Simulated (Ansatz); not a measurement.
**C₃H₈FInO: one species, many methods**

One table from this session's results is given with a row withheld; the runs are named, their logs left out.

Computed with Ansatz 0.2.0, Gaussian basis. Level: functionals in def2-TZVPP, the program's frozen cores in correlated methods.

Levels to be run: PBE-D4, r2SCAN-D4, PBE0-D4, B3LYP-D4, ωB97X-V, ωB97M-V, B2PLYP; CCSD(T)/def2-TZVPP; MP2/def2-QZVPP; extrapolation to the limit.

### The relaxed structure

All runs share one geometry, relaxed beforehand with PBE0-D4 in a triple-zeta def2 set. In takes the def2 core potential; no spin-orbit term is included.

SMILES `CC(C)[O][InH][F]`, 14 atoms, charge 0, spin multiplicity 1.

Atoms are counted from 1 here; the program's logs count them from 0.

Bond lengths: C1–C2 1.518 Å, C1–H7 1.092 Å, C1–H8 1.093 Å, C1–H9 1.098 Å, C2–C3 1.518 Å, C2–O4 1.409 Å, C2–H10 1.099 Å, C3–H11 1.093 Å, C3–H12 1.092 Å, C3–H13 1.098 Å, O4–In5 1.967 Å, In5–F6 1.947 Å, In5–H14 1.691 Å. Angles: C2–C1–H7 110.3°, C2–C1–H8 111.6°, C2–C1–H9 110.5°, H7–C1–H8 108.4°, H7–C1–H9 108.5°, H8–C1–H9 107.3°, C1–C2–C3 111.8°, C1–C2–O4 111.6°, C1–C2–H10 108.1°, C3–C2–O4 111.6°, C3–C2–H10 108.1°, O4–C2–H10 105.3°, C2–C3–H11 111.6°, C2–C3–H12 110.4°, C2–C3–H13 110.5°, H11–C3–H12 108.4°, H11–C3–H13 107.3°, H12–C3–H13 108.5° and more.

The first run:

Contents of in.yaml:

```yaml
crystal:
  periodic: [false, false, false]
  atoms:
    - {symbol: C, position_ang: [-0.347854, 1.499382, 0.230327]}
    - {symbol: C, position_ang: [-0.656966, 0.215090, -0.517530]}
    - {symbol: C, position_ang: [-1.243950, -0.843769, 0.398156]}
    - {symbol: O, position_ang: [0.472226, -0.265798, -1.209291]}
    - {symbol: In, position_ang: [2.124817, -0.838412, -0.310059]}
    - {symbol: F, position_ang: [3.312091, -1.382781, -1.754177]}
    - {symbol: H, position_ang: [0.089236, 2.236606, -0.445840]}
    - {symbol: H, position_ang: [-1.247404, 1.930623, 0.676949]}
    - {symbol: H, position_ang: [0.362864, 1.308788, 1.044802]}
    - {symbol: H, position_ang: [-1.399041, 0.443184, -1.295735]}
    - {symbol: H, position_ang: [-2.180104, -0.508331, 0.851731]}
    - {symbol: H, position_ang: [-1.440087, -1.761592, -0.159448]}
    - {symbol: H, position_ang: [-0.548513, -1.074159, 1.215502]}
    - {symbol: H, position_ang: [2.702674, -0.958820, 1.274604]}
basis:
  gaussian: {orbitals: def2-TZVPP}
hamiltonian: {xc: pbe, dispersion: d4}
output: {forces: true, orbitals: {seedname: orbitals}}
```

The run is started by

```sh
$ ansatz run in.yaml --threads 2 --pin off --events-out ev --progress --plain --max-ram 32768MiB --backend cuda --devices 0, --max-vram 18GiB
```

Among the steps run: PBE-D4 (GGA); r2SCAN-D4 (meta-GGA); PBE0-D4 (hybrid); B3LYP-D4 (hybrid); ωB97X-V (range-separated); ωB97M-V (range-separated); B2PLYP (double hybrid); CCSD(T) in def2-TZVPP; MP2 in def2-QZVPP.

One of the session's tables, all rows but one given; the rest of the session is left out.

| method | atoms, summed (eV) | atomisation energy (kJ/mol) |
| --- | --- | --- |
| PBE-D4 | -13120.813 | 5200.0 |
| r2SCAN-D4 | -13128.566 | 5121.2 |
| PBE0-D4 | -13122.233 | 5101.6 |
| B3LYP-D4 | -13133.541 | 5083.6 |
| ωB97X-V | -13127.626 | 5123.4 |
| ωB97M-V | -13126.102 | 5116.5 |
| B2PLYP | -13119.788 | 5042.6 |
| HF/def2-TZVPP | -13075.435 | 3704.6 |
| MP2/def2-TZVPP | ? | ? |
| CCSD/def2-TZVPP | -13099.209 | 4918.1 |
| CCSD(T)/def2-TZVPP | -13099.715 | 4995.3 |
| MP2/CBS | -13108.590 | 5203.7 |
| CCSD(T)/CBS | -13111.476 | 5128.5 |

**Question.** Estimate the row for MP2/def2-TZVPP.

The run gave: atoms, summed (eV): -13096.829; atomisation energy (kJ/mol): 5070.5. In the column «atoms, summed (eV)» it lies between CCSD/def2-TZVPP (-13099.209) and HF/def2-TZVPP (-13075.435).

Caveats from the session: Free atoms (3 C, 1 O, 1 In, 1 F, 8 H) were run apart at each level; the atomisation energy is their sum less the molecule, without zero-point or spin-orbit terms.
